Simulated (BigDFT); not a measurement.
Runs of BigDFT 1.9.6 on F3SiH. The cell holds a molecule in a box, 5 atoms: a = 12.000 Å, b = 12.000 Å, c = 12.000 Å, α = 90.00°, β = 90.00°, γ = 90.00°. 

```csv
potentials or basis,cell,largest force (eV/Å)
"GTH-PBE (F q7, H q1, Si q4)","P1, 345.6 Å³/atom",0.35
"GTH-BLYP (F q7, H q1, Si q4)","P1, 345.6 Å³/atom",(b)
"UZH-GTH-SCAN (F q7, H q1, Si q4)","P1, 345.6 Å³/atom",0.21
"GTH-PADE (F q7, H q1, Si q4)","P1, 345.6 Å³/atom",(c)
"UZH-GTH-PBE0 (F q7, H q1, Si q4)","P1, 345.6 Å³/atom",0.28
"GTH-PBE (F q7, H q1, Si q4)","P1, 251.94 Å³/atom",9.63
"GTH-PBE (F q7, H q1, Si q4)","P1, 287.05 Å³/atom",4.91
"GTH-PBE (F q7, H q1, Si q4)","P1, 315.42 Å³/atom",(a)
"GTH-BP (F q7, H q1, Si q4)","P1, 345.6 Å³/atom",0.33
"GTH-PBE (F q7, H q1, Si q4)","P1, 377.65 Å³/atom",1.40
```

Alike in all rows: task single point; level PBE; no spin polarisation; smearing fixed; grid spacing 0.27 bohr.

Problem. Fill in the values left out.

Solution. (a) 2.19; (b) 0.38; (c) 0.52.

Caveats: boundaries are free: the box only frames the coordinates; the potentials were made for another functional, which shifts forces and pressure (some runs); the noise in the forces, which the program reports and removes, is over 0.05 eV/Å, so forces are rough (some runs).
